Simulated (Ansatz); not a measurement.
Task: a formation energy from the elements of MgZn2Sb2 and its elements, with Ansatz 0.2.0 through its Python package. Give the script and its output. Settings (first run): r2SCAN, PAW, cutoff 550 eV, 7×7×4 k-points, Fermi-Dirac smearing of 0.05 eV.

The script reads `mgzn2sb2_mgzn2sb2.vasp`:
```text
MgZn2Sb2
1.0
   4.33680308    0.00000000    0.00000000
  -2.16840154    3.75578164    0.00000000
   0.00000000    0.00000000    7.22099657
Mg Zn Sb
1 2 2
Direct
   0.00000000    0.00000000    0.00000000
   0.33333333    0.66666667    0.61945601
   0.66666667    0.33333333    0.38054399
   0.33333333    0.66666667    0.23810861
   0.66666667    0.33333333    0.76189139
```

Contents of `mgzn2sb2_mg.vasp`:
```text
Mg
1.0
   3.20930000    0.00000000    0.00000000
  -1.60465000    2.77933533    0.00000000
   0.00000000    0.00000000    5.21030000
Mg
2
Direct
   0.33333333    0.66666667    0.25000000
   0.66666667    0.33333333    0.75000000
```

Input file `mgzn2sb2_zn.cif`:
```cif
data_Zn
_cell_length_a 2.670000
_cell_length_b 2.670000
_cell_length_c 4.966000
_cell_angle_alpha 90.00000
_cell_angle_beta 90.00000
_cell_angle_gamma 120.00000
_symmetry_space_group_name_H-M 'P 1'
_symmetry_Int_Tables_number 1
loop_
_symmetry_equiv_pos_as_xyz
'x, y, z'
loop_
_atom_site_label
_atom_site_type_symbol
_atom_site_fract_x
_atom_site_fract_y
_atom_site_fract_z
Zn1 Zn    0.333333    0.666667    0.250000
Zn2 Zn    0.666667    0.333333    0.750000
```

Input file `mgzn2sb2_sb.cif`:
```cif
data_Sb
_cell_length_a 4.506662
_cell_length_b 4.506662
_cell_length_c 4.506662
_cell_angle_alpha 57.11017
_cell_angle_beta 57.11017
_cell_angle_gamma 57.11017
_symmetry_space_group_name_H-M 'P 1'
_symmetry_Int_Tables_number 1
loop_
_symmetry_equiv_pos_as_xyz
'x, y, z'
loop_
_atom_site_label
_atom_site_type_symbol
_atom_site_fract_x
_atom_site_fract_y
_atom_site_fract_z
Sb1 Sb    0.233490    0.233490    0.233490
Sb2 Sb    0.766510    0.766510    0.766510
```

The script, `formation_mgzn2sb2.py`:
```python
"""Formation energy of MgZn2Sb2 from the elements, after relaxing atoms and volume at fixed cell shape."""

from collections import Counter
import warnings

import ansatz as az
from ase.io import read
import numpy as np


def run_phase(name, crystal):
    calc = crystal.calculation()
    calc = calc.functional(az.Functional.R2SCAN)
    calc = calc.basis(550)
    calc = calc.kpoints(spacing=0.27).occupations("fermi_dirac", width=0.05)
    calc = calc.stress()
    calc = calc.relax(force_tolerance=0.03, fix_cell=["shape"])
    return calc.run(threads=1)


def counts(outcome):
    return Counter(site.symbol for site in outcome.lattice.sites)

def formation_energy(outcome, mu):
    n = counts(outcome)
    return (outcome.report["energy_sigma0_ev"] - sum(k * mu[element] for element, k in n.items())) / sum(n.values())


def volume_per_atom(outcome):
    return abs(np.linalg.det(outcome.lattice.cell_ang)) / len(outcome.lattice.sites)

warnings.simplefilter("ignore", az.DeckWarning)

phases = {}
atoms = read("mgzn2sb2_mgzn2sb2.vasp", format="vasp")
mgzn2sb2 = az.Crystal.from_ase(atoms)
phases["MgZn2Sb2"] = mgzn2sb2
atoms = read("mgzn2sb2_mg.vasp", format="vasp")
mg = az.Crystal.from_ase(atoms)
phases["Mg"] = mg
atoms = read("mgzn2sb2_zn.cif")
zn = az.Crystal.from_ase(atoms)
phases["Zn"] = zn
atoms = read("mgzn2sb2_sb.cif")
sb = az.Crystal.from_ase(atoms)
phases["Sb"] = sb

done = {}
for name, crystal in phases.items():
    done[name] = run_phase(name, crystal)
    print(f"{name}: {done[name].report['energy_sigma0_ev']:.4f} eV, {len(done[name].lattice.sites)} atoms")

# energy of one atom in its reference phase
references = {"Mg": "Mg", "Zn": "Zn", "Sb": "Sb"}
mu = {element: done[name].report["energy_sigma0_ev"] / len(done[name].lattice.sites) for element, name in references.items()}

target = done["MgZn2Sb2"]
heat = formation_energy(target, mu)
n = counts(target)
print("cell content:", dict(n), " volume", round(volume_per_atom(target), 3), "A^3/atom")
print("formation energy", round(heat, 4), "eV/atom,", round(heat * sum(n.values()), 4), "eV per cell")
print("bound against the elements" if heat < 0 else "unbound against the elements")
```

```console
$ python formation_mgzn2sb2.py
MgZn2Sb2: -21576.9377 eV, 5 atoms
Mg: -3852.8095 eV, 2 atoms
Zn: -6651.3230 eV, 2 atoms
Sb: -12998.2676 eV, 2 atoms
cell content: {<Element.MG: 'Mg'>: 1, <Element.ZN: 'Zn'>: 2, <Element.SB: 'Sb'>: 2}  volume 23.404 A^3/atom
formation energy -0.1885 eV/atom, -0.9424 eV per cell
bound against the elements
```

Caveats:
- Absolute energies stand on the zero of these potentials, so only differences at equal settings mean something.
- For the metals among these phases the mesh is modest: differences between phases can be off by up to 40 meV an atom.
- Atoms and volume are relaxed with the cell's shape held, which in cells of lower than cubic symmetry can hide stresses and shift volumes.
- The cells come from databases of deposited and of computed structures, and not all need be stable phases.
- The compound is the structure given, not necessarily its lowest; energies are at zero temperature, with no correction for gases. A semilocal functional's error on such energies is often 0.05 to 0.1 eV an atom, and 0.1 to 0.3 eV against gases such as O2 or F2.
- Hardware and time: 91 s on 1 thread of Arm Neoverse V2, on a shared host, peak memory 0.94 GiB.

(Lines on the test bed's own set-up are left out of the output.)
